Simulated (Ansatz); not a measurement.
# AsH₃S (SMILES S[AsH2]): single points off equilibrium

One table from this session's results is given with a row withheld; the runs are named, their logs left out.

Computed with Ansatz 0.2.0, Gaussian basis. Level: single points in def2-TZVPP.

Correlated methods freeze the cores. Filled d shells of the heavier atoms are correlated. B3LYP uses VWN-RPA correlation.

## The starting structure

SMILES `S[AsH2]`, 5 atoms, charge 0, spin multiplicity 1.

Atoms are counted from 1 here; the program's logs count them from 0.

Bond lengths: S1–As2 2.251 Å, S1–H3 1.393 Å, As2–H4 1.484 Å, As2–H5 1.483 Å. Angles: As2–S1–H3 91.0°, S1–As2–H4 97.4°, S1–As2–H5 99.4°, H4–As2–H5 88.7°.

Geometry (Å):

```
S     0.9699   -1.0567    0.0938
As   -0.6042    0.5523    0.1212
H     0.6739   -1.4022    1.4104
H    -1.2456    0.2128   -1.1735
H     0.1421    1.6313   -0.5702
```

The first run:

Input file run/in.yaml:

```yaml
crystal:
  periodic: [false, false, false]
  atoms:
    - {symbol: S, position_ang: [0.969900, -1.056700, 0.093800]}
    - {symbol: As, position_ang: [-0.604200, 0.552300, 0.121200]}
    - {symbol: H, position_ang: [0.673900, -1.402200, 1.410400]}
    - {symbol: H, position_ang: [-1.245600, 0.212800, -1.173500]}
    - {symbol: H, position_ang: [0.142100, 1.631300, -0.570200]}
basis:
  gaussian: {orbitals: def2-TZVPP}
correlation: {method: ccsd_t}
output: {forces: true}
```

The run is started by

```
$ ansatz run in.yaml --threads 4 --pin off --events-out ev --progress --plain --max-ram 5222MiB
```

Steps of the session up to this table: CCSD(T)/def2-TZVPP; PBE0-D4/def2-TZVPP; wB97M-V/def2-TZVPP; r2SCAN-D4/def2-TZVPP; PBE-D4/def2-TZVPP; wB97X-V/def2-TZVPP; B3LYP-D4/def2-TZVPP.

One of the session's tables, all rows but one given; the rest of the session is left out.

| method | RMS force component (eV/Å) | angle to CCSD(T) forces (°) | dipole (D) |
| --- | --- | --- | --- |
| CCSD(T) | 0.566 | reference | 0.86 |
| PBE0-D4 | ? | ? | ? |
| wB97M-V | 0.571 | 4.0 | 0.96 |
| r2SCAN-D4 | 0.574 | 8.1 | 0.89 |
| PBE-D4 | 0.621 | 24.6 | 0.89 |
| wB97X-V | 0.592 | 8.6 | 0.97 |
| B3LYP-D4 | 0.597 | 12.1 | 0.96 |

Q: Estimate the row for PBE0-D4 from the others.

The run gave: RMS force component (eV/Å): 0.592; angle to CCSD(T) forces (°): 8.7; dipole (D): 0.93.

To keep in mind: The reference is not at the basis limit: in triple zeta CCSD(T) underbinds, which counts against methods that bind more; the gaps are no ranking.
